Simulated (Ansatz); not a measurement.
# GeH2O: small, medium and large basis sets

An exercise on one series of results from a longer session: the logs are not shown, and one member is left open.

Program: Ansatz 0.2.0, Gaussian basis. Level of theory: one geometry, several basis sets. These are calculated values, not measurements.

Plan: PBE0-D4/def2-SVP; ωB97M-V/def2-SVP; PBE0-D4/def2-QZVPP; ωB97M-V/def2-QZVPP; the functionals' def2-TZVPP values are taken from earlier runs.

**The relaxed structure**

All runs share one geometry, relaxed beforehand with PBE0-D4 in a triple-zeta def2 set.

SMILES `[O]=[GeH2]`, 4 atoms, charge 0, spin multiplicity 1.

Atoms are counted from 1 here; the program's logs count them from 0.

Bond lengths: O1–Ge2 1.632 Å, Ge2–H3 1.542 Å, Ge2–H4 1.542 Å. Angles: O1–Ge2–H3 123.4°, O1–Ge2–H4 123.4°, H3–Ge2–H4 113.2°.

The first run:

Contents of in.yaml:

```yaml
crystal:
  periodic: [false, false, false]
  atoms:
    - {symbol: O, position_ang: [-0.058428, -0.962085, 1.337438]}
    - {symbol: Ge, position_ang: [-0.000738, -0.009289, 0.013493]}
    - {symbol: H, position_ang: [-1.135496, 0.067691, -1.027054]}
    - {symbol: H, position_ang: [1.194663, 0.903692, -0.323878]}
basis:
  gaussian: {orbitals: def2-SVP}
hamiltonian: {xc: pbe0, dispersion: d4}
output: {orbitals: {seedname: orbitals}}
```

On the command line:

```
> ansatz run in.yaml --threads 4 --pin off --events-out ev --progress --plain --max-ram 10444MiB
```

Steps of the session up to this table: PBE0-D4 in def2-SVP; ωB97M-V in def2-SVP; PBE0-D4 in def2-QZVPP; ωB97M-V in def2-QZVPP.

One table of the session follows, with a row left open; its other results are not shown here.

It belongs to the step «Functionals by basis». 

| functional | basis | HOMO (eV) | LUMO (eV) |
| --- | --- | --- | --- |
| PBE0-D4 | def2-SVP | -7.68 | -2.18 |
| PBE0-D4 | def2-TZVPP | -7.79 | -2.38 |
| PBE0-D4 | def2-QZVPP | -7.83 | -2.45 |
| ωB97M-V | def2-SVP | -9.99 | -0.07 |
| ωB97M-V | def2-TZVPP | -10.15 | -0.37 |
| ωB97M-V | def2-QZVPP | ? | ? |

**Question.** Estimate the row for ωB97M-V, def2-QZVPP.

The run gave: HOMO (eV): -10.20; LUMO (eV): -0.53. In the column «HOMO (eV)» it is the lowest.
